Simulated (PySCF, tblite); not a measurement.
# C6H5FSi: geometry, infrared bands and NMR shifts

What infrared bands and NMR shifts should C6H5FSi (`C#C[C@@H]1[C@@H](F)[Si@H]1C#C`) show?

Programs: tblite 0.8.0 and PySCF 2.14.0, with density-fitted response routines of our own. Each step states its level of theory. These are calculated values for one molecule in the gas phase, unless marked as measured. Atoms are numbered from 0 throughout.

## Step 1: Starting geometry

13 atoms, charge 0, multiplicity 1; geometry from: force field or distance geometry start.

Bonds of the start (Å): C0–C1 1.19, C1–C2 1.44, C2–C3 1.50, C3–F4 1.39, C3–Si5 1.82, Si5–C6 1.85, C6–C7 1.21, Si5–C2 1.89, C0–H8 1.07, C2–H9 1.08, C3–H10 1.07, Si5–H11 1.49, C7–H12 1.06.

## Step 2: Optimising the geometry with GFN2-xTB

What the job is given:

```
{"job": {"kind": "relax", "xc": "GFN2-xTB", "basis": "xTB"}, "charge": 0, "multiplicity": 1}
C     -2.883500    -1.017500    -0.764400
C     -1.945200    -0.412200    -0.351200
C     -0.810400     0.304400     0.179900
C     -0.085600     1.267700    -0.709000
F      0.343600     2.438700    -0.104400
Si     0.879900    -0.250900    -0.466000
C      2.137400    -0.386200     0.885400
C      2.954000    -0.473100     1.774700
H     -3.736000    -1.544800    -1.132800
H     -0.817300     0.508800     1.245100
H     -0.462600     1.476400    -1.691900
H      0.760100    -1.359600    -1.448000
H      3.661200    -0.551100     2.564800
```

Command:

```sh
OMP_NUM_THREADS=1 python probes_run.py task.json out
```

One launch serves the whole session: the jobs run in the order shown.

**Question.** This job is followed by: GFN2-xTB harmonic vibrations, gas phase; GIAO PBE0/pcSseg-1 NMR shielding, non-relativistic, gas phase. What will the session give for the following? strongest single infrared mode (GFN2-xTB); zero-point energy (GFN2-xTB); ¹³C shifts against TMS (PBE0/pcSseg-1); ¹H shifts against TMS (PBE0/pcSseg-1); ¹⁹F shifts against CFCl3 (PBE0/pcSseg-1); ²⁹Si shifts against TMS (PBE0/pcSseg-1).

**Answer**, as computed:

| quantity | value |
| --- | --- |
| strongest single infrared mode (GFN2-xTB) | 2383 cm⁻¹, 271 km/mol |
| zero-point energy (GFN2-xTB) | 50.4 kcal/mol |
| ¹³C shifts against TMS (PBE0/pcSseg-1) | 105.4, 86.2, 86.2, 80.9, 73.1, 13.8 ppm |
| ¹H shifts against TMS (PBE0/pcSseg-1) | 5.18, 3.59, 2.25, 1.86, 1.38 ppm |
| ¹⁹F shifts against CFCl3 (PBE0/pcSseg-1) | -244.3 ppm |
| ²⁹Si shifts against TMS (PBE0/pcSseg-1) | -125.8 ppm |

**Reading.** Over 72 steps the energy fell by 0.294 eV; of the close pairs, C3–Si5 changed most, 1.816 to 1.898 Å. No mode is imaginary among the 33: a minimum at this level. The strongest single mode, at 2383 cm⁻¹, moves mainly H11. Unscaled tight-binding wavenumbers are off by several per cent, some by more. Its intensities can rank the bands wrongly. H10 (hydrogen on a three-membered-ring carbon bearing a halogen) lies farthest downfield among hydrogen, at 5.18 ppm; its carbon carries F, which withdraws density. At PBE0/pcSseg-1: The widest tensor belongs to C1: span 303 ppm, with a paramagnetic part of -152 ppm.
